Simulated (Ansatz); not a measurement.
**BrFH₂O₂Sn: basis-set convergence**

An exercise on one series of results from a longer session: the logs are not shown, and one member is left open.

Program: Ansatz 0.2.0, Gaussian basis. Level of theory: one geometry, several basis sets. These are calculated values, not measurements.

Levels to be run: PBE0-D4/def2-SVP; ωB97M-V/def2-SVP; PBE0-D4/def2-QZVPP; ωB97M-V/def2-QZVPP; the functionals' def2-TZVPP values are taken from earlier runs.

### Structure used throughout

All runs share one geometry, relaxed beforehand with PBE0-D4 in a triple-zeta def2 set. Sn takes the def2 core potential; no spin-orbit term is included.

7 atoms, charge 0, spin multiplicity 1.

Atoms are counted from 1 here; the program's logs count them from 0.

Bond lengths: O1–Sn2 1.936 Å, O1–H6 0.962 Å, Sn2–O3 1.929 Å, Sn2–F4 1.906 Å, Sn2–Br5 2.426 Å, O3–H7 0.963 Å. Angles: Sn2–O1–H6 112.9°, O1–Sn2–O3 108.1°, O1–Sn2–F4 105.6°, O1–Sn2–Br5 115.7°, O3–Sn2–F4 110.4°, O3–Sn2–Br5 109.8°, F4–Sn2–Br5 107.2°, Sn2–O3–H7 111.9°.

Coordinates:

```mol
BrFH2O2Sn
  3D, bonds by distance, orders not assigned

  7  6  0  0  0  0  0  0  0  0999 V2000
   -1.1063    0.3064    1.1621 O   0  0
    0.0777    0.1157   -0.3581 Sn  0  0
    1.7670   -0.5636    0.2793 O   0  0
   -0.7601   -1.1574   -1.5029 F   0  0
    0.4433    2.1253   -1.6668 Br  0  0
   -2.0302    0.1589    0.9383 H   0  0
    1.6698   -1.0533    1.1023 H   0  0
  1  2  8  0
  2  3  8  0
  2  4  8  0
  2  5  8  0
  1  6  8  0
  3  7  8  0
M  END
```

The first run:

Contents of in.yaml:

```yaml
crystal:
  periodic: [false, false, false]
  atoms:
    - {symbol: O, position_ang: [-1.106308, 0.306401, 1.162093]}
    - {symbol: Sn, position_ang: [0.077734, 0.115655, -0.358100]}
    - {symbol: O, position_ang: [1.766990, -0.563636, 0.279290]}
    - {symbol: F, position_ang: [-0.760107, -1.157361, -1.502874]}
    - {symbol: Br, position_ang: [0.443322, 2.125260, -1.666793]}
    - {symbol: H, position_ang: [-2.030210, 0.158862, 0.938316]}
    - {symbol: H, position_ang: [1.669780, -1.053282, 1.102269]}
basis:
  gaussian: {orbitals: def2-SVP}
hamiltonian: {xc: pbe0, dispersion: d4}
output: {orbitals: {seedname: orbitals}}
```

Among the steps run: PBE0-D4 in def2-SVP; ωB97M-V in def2-SVP; PBE0-D4 in def2-QZVPP; ωB97M-V in def2-QZVPP.

One of the session's tables, all rows but one given; the rest of the session is left out.

It belongs to the step «Functionals by basis». 

```
functional       basis  HOMO (eV)  LUMO (eV)
   PBE0-D4    def2-SVP      -9.03      -2.29
   PBE0-D4  def2-TZVPP          ?          ?
   PBE0-D4  def2-QZVPP      -9.21      -2.54
   ωB97M-V    def2-SVP     -11.27      -0.19
   ωB97M-V  def2-TZVPP     -11.45      -0.48
   ωB97M-V  def2-QZVPP     -11.47      -0.60
```

**Question.** Estimate the row for PBE0-D4, def2-TZVPP.

**Answer.** HOMO (eV): -9.19; LUMO (eV): -2.50. In the column «HOMO (eV)» it lies between PBE0-D4, def2-QZVPP (-9.21) and PBE0-D4, def2-SVP (-9.03).
